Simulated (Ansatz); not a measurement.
# F3FeH9N3 (mer-[FeF3(NH3)3]-): the cost of one run

Program: Ansatz 0.2.0, Gaussian basis. Level of theory: the settings change from run to run. These are calculated values, not measurements.

## 1. The molecule

The geometry comes from an earlier relaxation with B3LYP-D4/def2-SVPD; it is a stationary point, not always the lowest conformer.

16 atoms, charge -1, spin multiplicity 1.

Atoms are counted from 1 here; the program's logs count them from 0.

Bond lengths: Fe1–F2 2.028 Å, Fe1–F3 1.977 Å, Fe1–F4 1.994 Å, Fe1–N5 2.053 Å, Fe1–N9 2.032 Å, Fe1–N13 2.032 Å, N5–H6 1.016 Å, N5–H7 1.016 Å, N5–H8 1.031 Å, N9–H10 1.017 Å, N9–H11 1.027 Å, N9–H12 1.016 Å, N13–H14 1.018 Å, N13–H15 1.016 Å, N13–H16 1.027 Å. Angles: F2–Fe1–F3 169.3°, F2–Fe1–F4 96.1°, F2–Fe1–N5 77.4°, F2–Fe1–N9 93.1°, F2–Fe1–N13 93.8°, F3–Fe1–F4 94.6°, F3–Fe1–N5 91.9°, F3–Fe1–N9 88.5°, F3–Fe1–N13 87.8°, F4–Fe1–N5 173.5°, F4–Fe1–N9 81.7°, F4–Fe1–N13 81.8°, N5–Fe1–N9 98.5°, N5–Fe1–N13 98.6°, N9–Fe1–N13 162.6°, Fe1–N5–H6 116.8°, Fe1–N5–H7 116.8°, Fe1–N5–H8 88.8° and more.

## 2. LC-wPBE/aug-cc-pVDZ

This run has a grid of angular degree 23, a point charge of 0.50 e beside it.

in.yaml

```yaml
crystal:
  periodic: [false, false, false]
  atoms:
    - {symbol: Fe, position_ang: [0.258023, 0.000377, 0.003474]}
    - {symbol: F, position_ang: [-0.159112, 0.009926, 1.988085]}
    - {symbol: F, position_ang: [0.299982, -0.011089, -1.972895]}
    - {symbol: F, position_ang: [2.242035, 0.011847, 0.204038]}
    - {symbol: N, position_ang: [-1.795252, -0.008119, 0.028299]}
    - {symbol: H, position_ang: [-2.254863, -0.837644, -0.336564]}
    - {symbol: H, position_ang: [-2.260585, 0.815582, -0.342546]}
    - {symbol: H, position_ang: [-1.761994, -0.003959, 1.058626]}
    - {symbol: N, position_ang: [0.548923, 2.010637, -0.056403]}
    - {symbol: H, position_ang: [0.408587, 2.361262, -1.001085]}
    - {symbol: H, position_ang: [1.549520, 1.845848, 0.106508]}
    - {symbol: H, position_ang: [0.167106, 2.636171, 0.647814]}
    - {symbol: N, position_ang: [0.568370, -2.006470, -0.057843]}
    - {symbol: H, position_ang: [0.440945, -2.331875, -1.013639]}
    - {symbol: H, position_ang: [0.182428, -2.652512, 0.625199]}
    - {symbol: H, position_ang: [1.565877, -1.839974, 0.118932]}
basis:
  gaussian: {orbitals: aug-cc-pVDZ, final_grid: {core_spheres: 8, valence_spheres: 7, degree: 23}, point_charges: [{charge: 0.50, position_ang: [6.413, -0.941, -0.416]}]}
total_charge: -1
hamiltonian: {xc: {name: LC-wPBE}}
scf: {omitted_lower_state_checks: [starts]}
```

Started as:

```console
$ ansatz run in.yaml --threads 4 --pin off --events-out ev --progress --plain --max-ram 8704MiB
```

Q: Estimate wall time and peak memory on 4 threads of Arm Neoverse N1, shared host.

About 20 s, with a peak of 1.1 GiB.
